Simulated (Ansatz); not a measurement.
**C₂H₉BSSi: up Jacob's ladder to CCSD(T)**

One table from this session's results is given with a row withheld; the runs are named, their logs left out.

Program: Ansatz 0.2.0, Gaussian basis. Level of theory: functionals in def2-TZVPP, the program's frozen cores in correlated methods. These are calculated values, not measurements.

Plan: LDA (SPW92), PBE-D4, revPBE-D4, BLYP-D4, r2SCAN-D4, B97M-V, PBE0-D4, B3LYP-D4, r2SCANh-D4, r2SCAN0-D4, HSE06-D4, BHLYP-D4, CAM-B3LYP-D4, LC-ωPBE, ωB97X-V, ωB97M-V, B2PLYP, PBE-QIDH; CCSD(T)/def2-SVP; CCSD(T)/def2-TZVPP; MP2/def2-QZVPP; extrapolation to the limit; RPA on PBE.

**The relaxed structure**

All runs share one geometry, relaxed beforehand with PBE0-D4 in a triple-zeta def2 set.

SMILES `BCS[SiH2]C`, 14 atoms, charge 0, spin multiplicity 1.

Atoms are counted from 1 here; the program's logs count them from 0.

Bond lengths: B1–C2 1.552 Å, B1–H6 1.195 Å, B1–H7 1.198 Å, C2–S3 1.818 Å, C2–H8 1.098 Å, C2–H9 1.100 Å, S3–Si4 2.131 Å, Si4–C5 1.868 Å, Si4–H10 1.491 Å, Si4–H11 1.486 Å, C5–H12 1.092 Å, C5–H13 1.092 Å, C5–H14 1.094 Å. Angles: C2–B1–H6 122.6°, C2–B1–H7 117.7°, H6–B1–H7 119.6°, B1–C2–S3 114.9°, B1–C2–H8 109.0°, B1–C2–H9 106.0°, S3–C2–H8 110.7°, S3–C2–H9 110.8°, H8–C2–H9 104.8°, C2–S3–Si4 100.1°, S3–Si4–C5 113.1°, S3–Si4–H10 109.1°, S3–Si4–H11 105.1°, C5–Si4–H10 109.1°, C5–Si4–H11 110.9°, H10–Si4–H11 109.4°, Si4–C5–H12 111.3°, Si4–C5–H13 110.7° and more.

Set-up of the first run:

Contents of in.yaml:

```yaml
crystal:
  periodic: [false, false, false]
  atoms:
    - {symbol: B, position_ang: [-0.561114, 2.268172, 1.800342]}
    - {symbol: C, position_ang: [-0.486291, 1.130028, 0.747248]}
    - {symbol: S, position_ang: [-0.074625, -0.508567, 1.418280]}
    - {symbol: Si, position_ang: [-0.194288, -1.679515, -0.358155]}
    - {symbol: C, position_ang: [1.105721, -1.229157, -1.621728]}
    - {symbol: H, position_ang: [-0.279565, 2.102379, 2.949504]}
    - {symbol: H, position_ang: [-0.897440, 3.354292, 1.423923]}
    - {symbol: H, position_ang: [-1.432075, 1.095557, 0.190875]}
    - {symbol: H, position_ang: [0.264010, 1.448505, 0.008316]}
    - {symbol: H, position_ang: [-1.545279, -1.508513, -0.965099]}
    - {symbol: H, position_ang: [-0.029611, -3.085419, 0.094338]}
    - {symbol: H, position_ang: [0.998121, -0.192351, -1.948700]}
    - {symbol: H, position_ang: [2.107384, -1.356312, -1.206268]}
    - {symbol: H, position_ang: [1.012054, -1.868298, -2.504077]}
basis:
  gaussian: {orbitals: def2-TZVPP}
hamiltonian: {xc: lda}
output: {orbitals: {seedname: orbitals}}
```

On the command line:

```
ansatz run in.yaml --threads 4 --pin off --events-out ev --progress --plain --max-ram 10444MiB
```

Steps of the session up to this table: LDA; PBE-D4 (GGA); revPBE-D4 (GGA); BLYP-D4 (GGA); r2SCAN-D4 (meta-GGA); B97M-V (meta-GGA); PBE0-D4 (hybrid); B3LYP-D4 (hybrid); r2SCANh-D4 (hybrid); r2SCAN0-D4 (hybrid); HSE06-D4 (hybrid); BHLYP-D4 (hybrid); CAM-B3LYP-D4 (range-separated); LC-ωPBE (range-separated); ωB97X-V (range-separated); ωB97M-V (range-separated); B2PLYP (double hybrid); PBE-QIDH (double hybrid).

One table of the session follows, with a row left open; its other results are not shown here.

It belongs to the step «Frontier levels by functional». 

| functional | HOMO (eV) | LUMO (eV) | gap (eV) |
| --- | --- | --- | --- |
| LDA (SPW92) | -5.76 | -2.95 | 2.80 |
| PBE-D4 | -5.65 | -2.67 | 2.99 |
| revPBE-D4 | -5.61 | -2.54 | 3.07 |
| BLYP-D4 | -5.49 | -2.52 | 2.97 |
| r2SCAN-D4 | ? | ? | ? |
| B97M-V | -6.05 | -2.38 | 3.67 |
| PBE0-D4 | -6.84 | -1.61 | 5.22 |
| B3LYP-D4 | -6.60 | -1.86 | 4.74 |
| r2SCANh-D4 | -6.34 | -1.89 | 4.45 |
| r2SCAN0-D4 | -7.00 | -1.37 | 5.63 |
| HSE06-D4 | -6.44 | -2.00 | 4.44 |
| BHLYP-D4 | -7.89 | -0.56 | 7.33 |
| CAM-B3LYP-D4 | -8.14 | -0.51 | 7.63 |
| LC-ωPBE | -9.52 | 0.75 | 10.27 |
| ωB97X-V | -9.18 | 0.61 | 9.79 |
| ωB97M-V | -9.03 | 0.33 | 9.36 |

Estimate the missing values for r2SCAN-D4.

Worked estimate for «HOMO (eV)». Against the share of exact exchange, r2SCANh-D4 (0.1, -6.34), r2SCAN0-D4 (0.25, -7.00) give a slope of -4.40 per unit share; at 0 the line stands at -5.90.

The run gave: HOMO (eV): -5.90; LUMO (eV): -2.24; gap (eV): 3.65. In «HOMO (eV)» the line misses by 0.00.
